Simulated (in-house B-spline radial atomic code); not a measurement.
**Yb²⁺: ionisation energy by several methods**

One table from this session's results is given with a row withheld; the runs are named, their logs left out.

Program: in-house B-spline radial atomic code version 1. Level of theory: non-relativistic, several functionals, spin-polarised, exact exchange averaged over the configuration; spherical all-electron atom at the radial basis limit. These are calculated values, not measurements, unless marked.

## The system

```
element       : ytterbium (Z = 70)
charge        : +2
electrons     : 68
configuration : [Xe] 4f14
nucleus       : point
```

The outer shells:

[Xe] 4f14
```
[Xe] core
4f [↑↓][↑↓][↑↓][↑↓][↑↓][↑↓][↑↓]
```

Where spins are not typed, each open shell is filled with up spins first.

Set-up of the first run:

Settings of the run:

```ini
Z = 70
electrons = 68.0
configuration = [Xe] 4f14
hamiltonian = nr
method = b3lyp
spin_polarised = True
exact_exchange = averaged over the configuration
```

The run is started by

```console
python run_scf.py task.json out
```

task.json lists these runs, among others, and the program works through them in turn.

Among the steps run: B3LYP; PBE0; CAM-B3LYP; r2SCAN0; ωB97X.

One of the session's tables, all rows but one given; the rest of the session is left out.

```
   method  ΔSCF (eV)
    B3LYP     30.151
     PBE0          ?
  r2SCAN0     29.886
CAM-B3LYP     30.059
    ωB97X     29.909
```

**Question.** Estimate the row for PBE0.

As computed: ΔSCF (eV): 29.939. In the column «ΔSCF (eV)» it lies between ωB97X (29.909) and CAM-B3LYP (30.059).

Limits of these values: These runs leave out relativity, which matters at this nuclear charge.
